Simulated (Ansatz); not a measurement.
# CH5BrGe: the cost of one run

Method: RKS PBE-D4/def2-SVP, in Ansatz 0.2.0.

### Step 1. Starting point

Bond lengths: Ge1–Br2 2.799 Å, Ge1–C3 1.953 Å, Ge1–H5 1.521 Å, Ge1–H6 1.521 Å, C3–H7 1.083 Å, C3–H8 1.083 Å. Angles: Br2–Ge1–C3 79.9°, Br2–Ge1–H5 104.4°, Br2–Ge1–H6 103.3°, C3–Ge1–H5 124.7°, C3–Ge1–H6 124.1°, H5–Ge1–H6 108.7°, Ge1–C3–H7 114.8°, Ge1–C3–H8 114.7°, H7–C3–H8 111.3°.

As a file:

```xyz
8

Ge   -0.7303   -0.5405   -0.4259
Br    1.9482   -0.8840   -1.1634
C     0.1193    0.7740    0.7416
H     1.3598    0.4218    0.2345
H    -1.4430   -0.2107   -1.7289
H    -1.1521   -1.9315    0.0208
H     0.0295    0.5669    1.8010
H    -0.1314    1.8040    0.5203
```

### Step 2. A restrained relaxation towards end A

Springs on the bonds that form and break draw the guess towards this end; the thresholds are loose.

Input file input.yaml:

```yaml
crystal:
  periodic: [false, false, false]
  atoms:
    - { symbol: Ge, position_ang: [-0.7303, -0.5405, -0.4259] }
    - { symbol: Br, position_ang: [1.9482, -0.884, -1.1634] }
    - { symbol: C, position_ang: [0.1193, 0.774, 0.7416] }
    - { symbol: H, position_ang: [1.3598, 0.4218, 0.2345] }
    - { symbol: H, position_ang: [-1.443, -0.2107, -1.7289] }
    - { symbol: H, position_ang: [-1.1521, -1.9315, 0.0208] }
    - { symbol: H, position_ang: [0.0295, 0.5669, 1.801] }
    - { symbol: H, position_ang: [-0.1314, 1.804, 0.5203] }
basis:
  gaussian: { orbitals: def2-SVP }
hamiltonian:
  xc: pbe
  dispersion: d4
relax:
  f_tol: 0.15
  max_steps: 25
  restrain:
    - { distance: [3, 1], at: 2.81, k: 30.0 }
    - { distance: [0, 1], at: 2.4, k: 30.0 }
    - { distance: [3, 2], at: 1.07, k: 30.0 }
```

Run with:

```bash
$ ansatz run input.yaml --threads 2 --pin off --max-ram 3072MiB --backend cpu --events-out ev --progress --plain --runs-dir out
```

What time and memory should one allow on 2 threads of Arm Neoverse V1, shared host?

About 12 s, with a peak of 0.15 GiB.
